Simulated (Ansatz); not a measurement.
# H₅OPSSi₂: a ladder of functionals and wavefunction methods

An exercise on one series of results from a longer session: the logs are not shown, and one member is left open.

Program: Ansatz 0.2.0, Gaussian basis. Level of theory: functionals in def2-TZVPP, the program's frozen cores in correlated methods. These are calculated values, not measurements.

Levels to be run: LDA (SPW92), PBE-D4, revPBE-D4, BLYP-D4, r2SCAN-D4, B97M-V, PBE0-D4, B3LYP-D4, r2SCANh-D4, r2SCAN0-D4, HSE06-D4, BHLYP-D4, CAM-B3LYP-D4, LC-ωPBE, ωB97X-V, ωB97M-V, B2PLYP, PBE-QIDH; CCSD(T)/def2-SVP; CCSD(T)/def2-TZVPP; MP2/def2-QZVPP; extrapolation to the limit; RPA on PBE.

## The relaxed structure

All runs share one geometry, relaxed beforehand with PBE0-D4 in a triple-zeta def2 set.

SMILES `[SiH3][SiH]1OPS1`, 10 atoms, charge 0, spin multiplicity 1.

Atoms are counted from 1 here; the program's logs count them from 0.

Bond lengths: Si1–Si2 2.343 Å, Si1–H6 1.488 Å, Si1–H7 1.488 Å, Si1–H8 1.486 Å, Si2–O3 1.676 Å, Si2–S5 2.144 Å, Si2–H9 1.486 Å, O3–P4 1.662 Å, P4–S5 2.163 Å, P4–H10 1.436 Å. Angles: Si2–Si1–H6 108.2°, Si2–Si1–H7 111.1°, Si2–Si1–H8 109.4°, H6–Si1–H7 109.1°, H6–Si1–H8 109.4°, H7–Si1–H8 109.5°, Si1–Si2–O3 112.0°, Si1–Si2–S5 113.1°, Si1–Si2–H9 112.9°, O3–Si2–S5 91.9°, O3–Si2–H9 111.4°, S5–Si2–H9 113.9°, Si2–O3–P4 100.9°, O3–P4–S5 91.6°, O3–P4–H10 98.0°, S5–P4–H10 96.4°, Si2–S5–P4 73.4°.

Set-up of the first run:

Contents of in.yaml:

```yaml
crystal:
  periodic: [false, false, false]
  atoms:
    - {symbol: Si, position_ang: [-1.554483, -0.548652, -0.237465]}
    - {symbol: Si, position_ang: [0.430462, -0.053640, 0.904810]}
    - {symbol: O, position_ang: [1.782229, -0.614838, 0.087305]}
    - {symbol: P, position_ang: [2.364273, 0.798183, -0.566621]}
    - {symbol: S, position_ang: [1.047027, 1.986157, 0.671668]}
    - {symbol: H, position_ang: [-2.670327, 0.169296, 0.435054]}
    - {symbol: H, position_ang: [-1.833858, -2.009793, -0.218462]}
    - {symbol: H, position_ang: [-1.443090, -0.082321, -1.643851]}
    - {symbol: H, position_ang: [0.416916, -0.520698, 2.315102]}
    - {symbol: H, position_ang: [1.544150, 0.825208, -1.744541]}
basis:
  gaussian: {orbitals: def2-TZVPP}
hamiltonian: {xc: lda}
output: {orbitals: {seedname: orbitals}}
```

Run with:

```console
$ ansatz run in.yaml --threads 4 --pin off --events-out ev --progress --plain --max-ram 10444MiB
```

Among the steps run: LDA; PBE-D4 (GGA); revPBE-D4 (GGA); BLYP-D4 (GGA); r2SCAN-D4 (meta-GGA); B97M-V (meta-GGA); PBE0-D4 (hybrid); B3LYP-D4 (hybrid); r2SCANh-D4 (hybrid); r2SCAN0-D4 (hybrid); HSE06-D4 (hybrid); BHLYP-D4 (hybrid); CAM-B3LYP-D4 (range-separated); LC-ωPBE (range-separated); ωB97X-V (range-separated); ωB97M-V (range-separated); B2PLYP (double hybrid); PBE-QIDH (double hybrid).

One of the session's tables, all rows but one given; the rest of the session is left out.

It belongs to the step «Frontier levels by functional». 

| functional | HOMO (eV) | LUMO (eV) | gap (eV) |
| --- | --- | --- | --- |
| LDA (SPW92) | -5.78 | -2.71 | 3.07 |
| PBE-D4 | -5.69 | -2.48 | 3.21 |
| revPBE-D4 | -5.65 | -2.38 | 3.27 |
| BLYP-D4 | -5.55 | -2.28 | 3.27 |
| r2SCAN-D4 | -5.92 | -2.26 | 3.66 |
| B97M-V | -6.05 | -2.29 | 3.76 |
| PBE0-D4 | -6.80 | -1.59 | 5.21 |
| B3LYP-D4 | -6.60 | -1.75 | 4.86 |
| r2SCANh-D4 | -6.33 | -1.94 | 4.39 |
| r2SCAN0-D4 | -6.95 | -1.47 | 5.48 |
| HSE06-D4 | -6.41 | -1.97 | 4.44 |
| BHLYP-D4 | -7.81 | -0.57 | 7.24 |
| CAM-B3LYP-D4 | -8.05 | -0.47 | 7.59 |
| LC-ωPBE | -9.34 | 0.65 | 9.99 |
| ωB97X-V | -9.03 | 0.52 | 9.55 |
| ωB97M-V | ? | ? | ? |

Q: Estimate the row for ωB97M-V from the others.

The run gave: HOMO (eV): -8.86; LUMO (eV): 0.30; gap (eV): 9.16. In the column «HOMO (eV)» it lies between ωB97X-V (-9.03) and CAM-B3LYP-D4 (-8.05).
